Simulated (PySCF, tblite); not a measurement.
**C4H9SeSi radical: geometry, infrared bands and EPR parameters**

Aim: predict the infrared bands and EPR parameters of C4H9SeSi radical (`C[C@H]1[CH][SiH2]C[Se]1`).

Computed with tblite 0.8.0 and PySCF 2.14.0, with density-fitted response routines of our own, on a single molecule in the gas phase. Atoms are numbered from 0 throughout.

**1. The starting structure**

15 atoms, charge 0, multiplicity 2; geometry from: force field or distance geometry start.

Bonds of the start (Å): C0–C1 1.48, C1–C2 1.51, C2–Si3 1.87, Si3–C4 1.87, C4–Se5 1.97, Se5–C1 1.95, C0–H6 1.11, C0–H7 1.13, C0–H8 1.12, C1–H9 1.13, C2–H10 1.12, Si3–H11 1.49, Si3–H12 1.45, C4–H13 1.11, C4–H14 1.10.

**2. Relaxing the molecule with GFN2-xTB**

What the job is given:

```
{"job": {"kind": "relax", "xc": "GFN2-xTB", "basis": "xTB"}, "charge": 0, "multiplicity": 2}
C     -2.337500     0.175300    -0.011200
C     -0.886400     0.076200     0.241200
C     -0.201100    -1.125400    -0.359200
Si     1.571000    -0.898600     0.182500
C      1.906200     0.939800     0.119300
Se     0.153500     1.517100    -0.557500
H     -2.717500    -0.651500    -0.641800
H     -2.844200     0.184300     0.994100
H     -2.605400     1.165100    -0.458800
H     -0.685100     0.145600     1.350500
H     -0.221600    -1.095700    -1.483100
H      1.637600    -1.370400     1.596900
H      2.505600    -1.638000    -0.647300
H      2.726800     1.194200    -0.576700
H      1.993700     1.390000     1.120500
```

The run is started by

```
$ OMP_NUM_THREADS=1 python probes_run.py task.json out
```

The driver reads the jobs from task.json and runs them one after another.

Output:

```text
step      E/eV     max force
  0    -488.13825    2.315
  1    -488.40109    1.263
  2    -488.55959    0.827
  3    -488.66884    0.662
  4    -488.75095    0.689
  5    -488.79071    0.540
  6    -488.82110    0.446
  7    -488.85030    0.473
  8    -488.88406    0.628
  9    -488.93476    0.759
 10    -488.99420    0.673
 11    -489.05117    0.597
 12    -489.10692    0.683
 13    -489.13931    0.538
 14    -489.17562    0.420
 15    -489.21038    0.386
 16    -489.22932    0.465
 17    -489.25391    0.333
 18    -489.26506    0.261
 19    -489.27795    0.288
 20    -489.29011    0.363
 21    -489.30229    0.442
 22    -489.31356    0.348
 23    -489.32351    0.186
 24    -489.33045    0.210
 25    -489.33666    0.226
 26    -489.34257    0.216
 27    -489.34904    0.188
 28    -489.35708    0.253
 29    -489.36406    0.234
 30    -489.36929    0.167
 31    -489.37475    0.207
 32    -489.38193    0.267
 33    -489.39069    0.286
 34    -489.39830    0.240
 35    -489.40254    0.136
 36    -489.40506    0.155
 37    -489.40850    0.179
 38    -489.41355    0.243
 39    -489.41892    0.213
 40    -489.42270    0.139
 41    -489.42489    0.119
 42    -489.42637    0.110
 43    -489.42757    0.113
 44    -489.42848    0.076
 45    -489.42921    0.060
 46    -489.42988    0.069
 47    -489.43053    0.097
 48    -489.43123    0.091
 49    -489.43206    0.087
 50    -489.43304    0.087
 51    -489.43399    0.074
 52    -489.43474    0.073
 53    -489.43537    0.072
 54    -489.43614    0.085
 55    -489.43716    0.092
 56    -489.43823    0.089
 57    -489.43917    0.092
 58    -489.44005    0.080
 59    -489.44112    0.096
 60    -489.44232    0.099
 61    -489.44327    0.072
 62    -489.44389    0.066
 63    -489.44447    0.060
 64    -489.44537    0.084
 65    -489.44638    0.080
 66    -489.44714    0.067
 67    -489.44761    0.048
 68    -489.44798    0.061
 69    -489.44839    0.058
 70    -489.44886    0.053
 71    -489.44923    0.044
 72    -489.44953    0.042
 73    -489.44983    0.051
 74    -489.45029    0.081
 75    -489.45099    0.098
 76    -489.45187    0.091
 77    -489.45287    0.079
 78    -489.45412    0.082
 79    -489.45597    0.122
 80    -489.45925    0.183
 81    -489.46097    0.300
 82    -489.46692    0.286
 83    -489.47166    0.176
 84    -489.47843    0.234
 85    -489.48042    0.281
 86    -489.48386    0.239
 87    -489.48813    0.223
 88    -489.49150    0.137
 89    -489.49586    0.114
 90    -489.49822    0.148
 91    -489.50009    0.141
 92    -489.50162    0.118
 93    -489.50262    0.073
 94    -489.50372    0.059
 95    -489.50461    0.092
 96    -489.50532    0.063
 97    -489.50584    0.041
 98    -489.50620    0.048
 99    -489.50644    0.037
100    -489.50669    0.036
101    -489.50707    0.039
102    -489.50732    0.039
103    -489.50764    0.046
104    -489.50789    0.044
105    -489.50813    0.037
106    -489.50839    0.035
107    -489.50869    0.035
108    -489.50901    0.036
109    -489.50933    0.047
110    -489.50966    0.051
111    -489.51003    0.054
112    -489.51049    0.048
113    -489.51114    0.063
114    -489.51204    0.091
115    -489.51315    0.086
116    -489.51422    0.062
117    -489.51481    0.074
118    -489.51499    0.076
119    -489.51555    0.049
120    -489.51587    0.048
121    -489.51643    0.056
122    -489.51712    0.058
123    -489.51798    0.054
124    -489.51856    0.064
125    -489.51885    0.061
126    -489.51926    0.057
127    -489.51983    0.045
128    -489.52012    0.044
129    -489.52041    0.037
130    -489.52072    0.034
131    -489.52100    0.041
132    -489.52119    0.053
133    -489.52140    0.054
134    -489.52160    0.034
135    -489.52182    0.028
136    -489.52190    0.027
137    -489.52201    0.029
138    -489.52210    0.027
139    -489.52227    0.033
140    -489.52255    0.053
141    -489.52303    0.074
142    -489.52357    0.065
143    -489.52393    0.034
144    -489.52410    0.036
145    -489.52421    0.033
146    -489.52439    0.049
147    -489.52464    0.051
148    -489.52494    0.040
149    -489.52520    0.041
150    -489.52541    0.037
151    -489.52560    0.039
152    -489.52579    0.046
153    -489.52603    0.041
154    -489.52624    0.026
155    -489.52641    0.031
156    -489.52660    0.028
157    -489.52680    0.028
158    -489.52693    0.033
159    -489.52703    0.030
160    -489.52711    0.026
161    -489.52717    0.012
162    -489.52721    0.016
163    -489.52724    0.017
164    -489.52728    0.017
165    -489.52730    0.016
166    -489.52732    0.016
167    -489.52733    0.010
168    -489.52735    0.007
```

Wall time 1.2 s (1 thread of Arm Neoverse V1, shared host).

The steps of the relaxation: (not every step is listed)

```
step  energy from step 0 (eV)  largest force (eV/Å)
   0                   0.0000                2.3151
   1                  -0.2628                1.2633
   2                  -0.4213                0.8274
   3                  -0.5306                0.6625
   4                  -0.6127                0.6895
   5                  -0.6525                0.5398
   6                  -0.6828                0.4456
   7                  -0.7120                0.4732
   8                  -0.7458                0.6277
  23                  -1.1853                0.1864
  38                  -1.2753                0.2434
  53                  -1.2971                0.0721
  68                  -1.3097                0.0612
  83                  -1.3334                0.1761
  98                  -1.3679                0.0484
 113                  -1.3729                0.0628
 128                  -1.3819                0.0437
 143                  -1.3857                0.0342
 158                  -1.3887                0.0328
 163                  -1.3890                0.0171
 164                  -1.3890                0.0171
 165                  -1.3890                0.0159
 166                  -1.3891                0.0164
 167                  -1.3891                0.0103
 168                  -1.3891                0.0071
```

Close pairs (by a distance rule), those that changed most:

| bond | before (Å) | after (Å) | change (Å) |
| --- | --- | --- | --- |
| C1–Se5 | 1.948 | 3.684 | +1.736 |
| C1–C2 | 1.508 | 1.328 | -0.180 |
| Si3–C4 | 1.870 | 1.922 | +0.053 |
| C1–H9 | 1.130 | 1.084 | -0.045 |
| C2–H10 | 1.124 | 1.085 | -0.040 |
| C0–H7 | 1.126 | 1.090 | -0.036 |
| C0–H8 | 1.119 | 1.090 | -0.029 |
| C4–Se5 | 1.966 | 1.937 | -0.028 |

The next job starts from the end point, and lists it.

**3. Harmonic vibrations with GFN2-xTB**

What the job is given:

```
{"job": {"kind": "ir", "xc": "GFN2-xTB", "basis": "xTB"}, "charge": 0, "multiplicity": 2}
C     -2.632498    -0.088918     0.062961
C     -1.151549     0.066760     0.048262
C     -0.278746    -0.916589    -0.141033
Si     1.588278    -0.753336    -0.189207
C      2.131223     0.963309     0.484529
Se     1.595227     2.408866    -0.688416
H     -2.922136    -1.128035    -0.075485
H     -3.039402     0.270568     1.008124
H     -3.075080     0.512188    -0.731308
H     -0.801045     1.081501     0.201088
H     -0.667350    -1.917552    -0.295218
H      2.214690    -1.738332     0.705339
H      2.115769    -0.892400    -1.550679
H      3.216016     0.992524     0.563007
H      1.702190     1.147435     1.467560
```

Output:

```text
mode    cm-1     km/mol
  1      49.6      0.37
  2      57.9      1.33
  3     107.9      0.43
  4     140.4      0.12
  5     164.9      1.09
  6     177.3      0.54
  7     272.1      5.39
  8     409.2      6.71
  9     451.5     31.94
 10     533.3     69.31
 11     594.2     34.03
 12     655.8     78.15
 13     681.2    143.68
 14     698.7     26.79
 15     713.0     69.18
 16     771.9    243.96
 17     808.9    237.05
 18     990.2     17.30
 19     998.2     16.92
 20    1022.6     13.31
 21    1028.5      0.47
 22    1073.4     33.45
 23    1102.7     14.52
 24    1239.7      4.49
 25    1298.9      2.36
 26    1395.9      9.52
 27    1398.3     32.95
 28    1470.1      5.26
 29    1476.7     15.89
 30    1678.1     95.47
 31    2201.3    367.35
 32    2235.9    229.06
 33    2978.7     17.56
 34    2981.8     15.25
 35    2997.3     18.30
 36    3011.9     19.57
 37    3015.5     13.73
 38    3024.1     32.13
 39    3041.4     72.10
```

Run time: 0.51 s. Hardware: 1 thread of Arm Neoverse V1, shared host.

The strongest bands and the atoms that carry them (share of the mass-weighted mode):

```csv
cm⁻¹,km/mol,atoms
656,78.2,"H11 33 %, H14 20 %, C4 19 %"
681,143.7,"C4 40 %, H13 12 %, Si3 11 %, C2 11 %"
772,244.0,"H12 47 %, H11 46 %"
809,237.1,"C2 33 %, Si3 30 %"
1678,95.5,"C1 52 %, C2 42 %"
2201,367.4,H11 95 %
2236,229.1,H12 95 %
3041,72.1,"H6 76 %, H9 15 %"
```

The optimised geometry no longer has the bonds of the starting formula, so what follows describes that rearranged structure.

**4. EPR parameters: B3LYP/def2-TZVP-core+pcH-1**

Same as in step 3 but for these lines:

```diff
@@ -1,2 +1,2 @@
-{"job": {"kind": "ir", "xc": "GFN2-xTB", "basis": "xTB"}, "charge": 0, "multiplicity": 2}
+{"job": {"kind": "epr", "basis": "pcH-1"}, "charge": 0, "multiplicity": 2}
 C     -2.632498    -0.088918     0.062961
```

With the program's defaults for keys left out, this is: UKS B3LYP, def2-TZVP-core on Se, pcH-1 on C H Si, non-relativistic, mean-field spin-orbit, GIAO.

Output:

```text
UKS, coarse grid
  cycle   1  E = -2848.85003010  |g| = 1.48e+00
  cycle   2  E = -2848.83067625  |g| = 6.56e-01
  cycle   3  E = -2848.87840380  |g| = 3.81e-01
  cycle   4  E = -2848.92830726  |g| = 8.44e-02
  cycle   5  E = -2848.93213129  |g| = 2.21e-02
  cycle   6  E = -2848.93238159  |g| = 6.33e-03
  cycle   7  E = -2848.93239811  |g| = 2.47e-03
  cycle   8  E = -2848.93240170  |g| = 8.95e-04
UKS, final grid
  cycle   1  E = -2848.93239076  |g| = 1.44e-03
  cycle   2  E = -2848.93238820  |g| = 2.67e-03
  cycle   3  E = -2848.93239184  |g| = 1.63e-04
  cycle   4  E = -2848.93239186  |g| = 6.23e-05
  cycle   5  E = -2848.93239188  |g| = 5.26e-05
  cycle   6  E = -2848.93239190  |g| = 4.36e-05
  cycle   7  E = -2848.93239193  |g| = 3.88e-05
  cycle   8  E = -2848.93239198  |g| = 2.49e-05
  cycle   9  E = -2848.93239201  |g| = 8.37e-06
  cycle  10  E = -2848.93239201  |g| = 3.41e-06
E = -2848.93239201 Eh   <S^2> = 0.7527 (exact 0.7500)
g shifts (ppm)      1          2          3
  rmc          -234       -234       -234
  gc            -35         62         54
  oz_so         602      83639    1972325
  total         347      83469    1972174
hyperfine (MHz)  atom isotope    a_iso     a_fc   dipolar eigenvalues
    0   13C       0.60       0.60     -0.26     -0.23      0.49
    1   13C       1.68       1.68     -1.19     -0.78      1.97
    2   13C      -0.05      -0.05     -0.95     -0.02      0.97
    3  29Si     -45.42     -45.42    -12.00      5.84      6.17
    4   13C      -6.73      -6.73     -5.44     -5.31     10.75
    5  77Se     -39.73     -39.73   -400.44   -394.70    795.15
    6    1H       0.43       0.43     -0.50     -0.42      0.91
    7    1H       0.11       0.11     -0.54     -0.47      1.01
    8    1H       0.37       0.37     -0.69     -0.57      1.27
    9    1H       3.59       3.59     -3.54     -2.30      5.85
   10    1H       2.99       2.99     -1.05     -0.73      1.78
   11    1H      14.53      14.53     -1.48     -0.81      2.29
   12    1H      -1.43      -1.43     -2.38     -1.33      3.71
   13    1H      40.90      40.90     -3.97     -2.30      6.28
   14    1H      14.48      14.48     -3.07     -2.54      5.62
```

Wall time 3 min (1 thread of Arm Neoverse V1, shared host); peak memory 1.3 GiB.

Principal g values 2.00267, 2.08579, 3.97449; g(iso) = 2.68765, against 2.00232 for a free electron. They are not to be trusted: the run shows nearly degenerate orbitals, where second-order g theory doesn't apply.

Hyperfine couplings, nucleus by nucleus at this fixed geometry (no averaging over rotations):

```csv
nuclei,isotope,a(iso) (MHz),"a(iso) (G, at g = 2.0023)",largest dipolar term (MHz)
Si3,29Si,-45.4,-16.2,-12.0
H13,1H,40.9,14.6,6.3
Se5,77Se,-39.7,-14.2,795.1
H11,1H,14.5,5.2,2.3
H14,1H,14.5,5.2,5.6
C4,13C,-6.7,-2.4,10.8
H9,1H,3.6,1.3,5.8
H10,1H,3.0,1.1,1.8
C1,13C,1.7,0.6,2.0
H12,1H,-1.4,-0.5,3.7
C0,13C,0.6,0.2,0.5
H6,1H,0.4,0.2,0.9
H8,1H,0.4,0.1,1.3
H7,1H,0.1,0.0,1.0
```

Mulliken spin populations:

C0 0.00; C1 0.00; C2 0.01; Si3 0.03; C4 -0.01; Se5 0.94; H6 0.00; H7 0.00; H8 0.00; H9 0.00; H10 0.00; H11 0.01; H12 0.00; H13 0.01; H14 0.00

The fields below are evaluated on a grid from the run's orbitals.

ELF in a plane through or near 9 of the atoms.

Ten even steps from ' ' (0.00) to '@' (1.00):
```
                                                        
                  ......                                
              ..--==++++==::                            
              ::==**####**==                            
            ..::==**######--                            
              ::--==++**==    ====                      
          ....--++++==--..  ##@@@@::    ....            
      ..##@@@@##==++++..  ::@@@@@@==..--++==..          
      ==@@@@@@@@::::**::    %%@@##****==++**--          
      --@@@@@@%%++##%%==    --++====@@--..==::          
        --++--==####::::******%%++++##**%%@@**::        
              ..--..##::%%%%..--**::..%%@@@@@@++        
              ::--..##--**%%..--**::  ##@@@@@@##        
            ..==####--::==++##@@@@%%    ##@@%%::        
            ..++%%%%##--....##@@@@@@::    ::..          
              ::++**==..    --@@@@%%..                  
                ::::..        --==::                    
                                                        
                                                        
                                                        
```
The map spans 11.8 Å across and 9.3 Å up, centred on the molecule. Atoms in the plane (x, y in Å): C0 (2.6, 0.2), C1 (1.1, 0.2), C2 (0.4, -0.9), Si3 (-1.5, -1.0), C4 (-2.2, 0.7), H6 (3.0, -0.8), H9 (0.7, 1.2), H10 (0.9, -1.9), H13 (-3.3, 0.7).

log10 of the density (e/Å³) in the same plane.

Ten even steps from ' ' (-4.0) to '@' (1.6):
```
              ............                              
            ..::::::::::::....                          
        ....::----====----::::..                        
        ..::----==========--::::..                      
      ..::::--==++++++++====--::::............          
      ..::--==++++****++++========----------::::..      
    ..::--==++++******++====++++++==========----::      
    ..--==++**######**++==++**####**++******++--::..    
    ..--==**####%%%%**++==++**######**####**++==--..    
    ..--==****######****++++**##@@####%%%%**++==--..    
    ..::--==++++************################++==--..    
      ..::--==++**##@@##**##%%%%##******####++==::..    
      ..::--==++**##@@%%**########++++++****++==::..    
        ..::--++**************####++========--::..      
        ..::--==++**++++++++++****++==------::..        
        ..::::--========----========--::....            
          ..::::--------::::------::::..                
            ....::::::::............                    
                                                        
                                                        
```
The map spans 11.8 Å across and 9.3 Å up, centred on the molecule. Atoms in the plane (x, y in Å): C0 (2.6, 0.2), C1 (1.1, 0.2), C2 (0.4, -0.9), Si3 (-1.5, -1.0), C4 (-2.2, 0.7), H6 (3.0, -0.8), H9 (0.7, 1.2), H10 (0.9, -1.9), H13 (-3.3, 0.7).

On the surface of density 0.002 e/bohr³ the electrostatic potential runs, from the 1st to the 99th percentile, from -0.87 V near Se5 to 1.06 V near H12.

The spin density lies nearest to Se5 85 %.

**5. What came out**

| quantity | value |
| --- | --- |
| strongest single infrared mode (GFN2-xTB) | 2201 cm⁻¹, 367 km/mol |
| zero-point energy (GFN2-xTB) | 70.0 kcal/mol |
| g(iso) (B3LYP) | 2.68765 |
| ⟨S²⟩ | 0.753 (exact 0.75) |
| largest a(iso) | 29Si on Si3, -45.4 MHz |
| potential on the surface of density 0.002 e/bohr³, 1st and 99th percentile | -0.87 V and 1.06 V |
| property runs in this session | 1, of which 0 failed and 1 gave unsound results |

**Reading.** Over 168 steps the energy fell by 1.389 eV; of the close pairs, C1–Se5 changed most, 1.948 to 3.684 Å. The frame itself reshapes: C1···Se5 goes from 1.95 to 3.68 Å. All 39 modes are real, so the xTB geometry is a minimum. The strongest single mode, at 2201 cm⁻¹, moves mainly H11. GFN2-xTB is a fitted tight-binding method: band positions and strengths are rough. Its intensities can rank the bands wrongly. The structure rearranged or came apart on optimisation; the results belong to the end geometry, not to the formula as drawn. Most of the unpaired spin sits on Se5 (0.94 e). The isotropic g lies 685.3 ppt above the free-electron value. These values are not to be trusted: the run shows nearly degenerate orbitals, where second-order g theory doesn't apply. The hyperfine terms hold no scalar relativity, which the heavier nuclei need. Their spin-orbit part is missing too, as the state is near-degenerate. These values are for one conformer; the search (at its own cheap level) found 1 more, at 1.25 kcal/mol, and measured spectra average over such forms.
